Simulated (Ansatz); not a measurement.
# BiS (CsCl type): equation of state

One table from this session's results is given with a row withheld; the runs are named, their logs left out.

Method: DFT PBE, scalar-relativistic, plane waves, PAW, in Ansatz 0.2.0.

1 further run of the same task is left out (it didn't finish). Runs told in other sessions of the task aren't counted.

### The system as given

It takes space group Pm-3m (No. 221, cubic). Conventional cell: a = 3.580 Å, b = 3.580 Å, c = 3.580 Å, α = 90.00°, β = 90.00°, γ = 90.00°. Bi (site symmetry m-3m) is surrounded by 8 S at 3.10 Å. S (site symmetry m-3m) has 8 Bi at 3.10 Å in its first shell of neighbours.

Coordinates:

```cif
data_structure
_symmetry_space_group_name_H-M 'Pm-3m'
_symmetry_Int_Tables_number 221
_cell_length_a 3.5798
_cell_length_b 3.5798
_cell_length_c 3.5798
_cell_angle_alpha 90.000
_cell_angle_beta 90.000
_cell_angle_gamma 90.000
_cell_volume 45.88
loop_
_atom_site_label
_atom_site_type_symbol
_atom_site_symmetry_multiplicity
_atom_site_Wyckoff_symbol
_atom_site_fract_x
_atom_site_fract_y
_atom_site_fract_z
_atom_site_occupancy
Bi1 Bi 1 a 0.00000 0.00000 0.00000 1
S1 S 1 b 0.50000 0.50000 0.50000 1
```

An earlier run at PBE left this cell at 22.938 Å³/atom and 0.00 GPa (10×10×10 mesh).

Volume factors to run: 0.980, 1.020, 0.960, 1.040, 1.070, 1.100, 0.945.

Set-up of the first run:

File input.yaml:

```yaml
crystal:
  lattice:
    - [3.5558007409, 0.0, 0.0]
    - [0.0, 3.5558007409, 0.0]
    - [0.0, 0.0, 3.5558007409]
  atoms:
    - { symbol: Bi, position: [0.0, 0.0, 0.0] }
    - { symbol: S, position: [0.5, 0.5, 0.5] }
basis:
  ecutwfc: 420
  ecutrho_ratio: 4
kpoints:
  mp_grid: { grid: [10, 10, 10] }
hamiltonian:
  xc: pbe
scf:
  occupations: { method: gaussian, width: 0.05 }
output:
  forces: true
  stress: true
  eigenvalues: true
```

Launch:

```console
$ ansatz run input.yaml --threads 2 --pin off --max-ram 2662MiB --backend cpu --events-out ev --progress --plain --runs-dir out
```

Among the steps run: At 0.980 of the relaxed volume; Scaling the volume by 1.020; At 0.960 of the relaxed volume; Scaling the volume by 1.040; At 1.070 of the relaxed volume; At 1.100 of the relaxed volume; Volume × 0.945.

One of the session's tables, all rows but one given; the rest of the session is left out.

It belongs to the step «The fit». 

```
volume (Å³/atom)  energy (meV/atom)  pressure (GPa)
          21.676              17.66            4.68
          22.021               9.08            3.26
          22.479                  ?               ?
          22.938               0.00            0.00
          23.397               2.00           -1.39
          23.856               7.81           -2.62
          24.544              22.63           -4.17
          25.232              43.44           -5.45
```

Estimate the missing values for volume (Å³/atom) = 22.479.

Worked estimate for «energy (meV/atom)». A straight line through the neighbours (22.021, 9.08) and (22.938, 0.00) gives 9.08 + (0.00 − 9.08) × (22.479 − 22.021) / (22.938 − 22.021) = 4.54; a parabola fitted to 4 rows on both sides gives 2.26.

As computed: energy (meV/atom): 2.19; pressure (GPa): 1.54. In «energy (meV/atom)» the line misses by +2.35 and the parabola by +0.07.
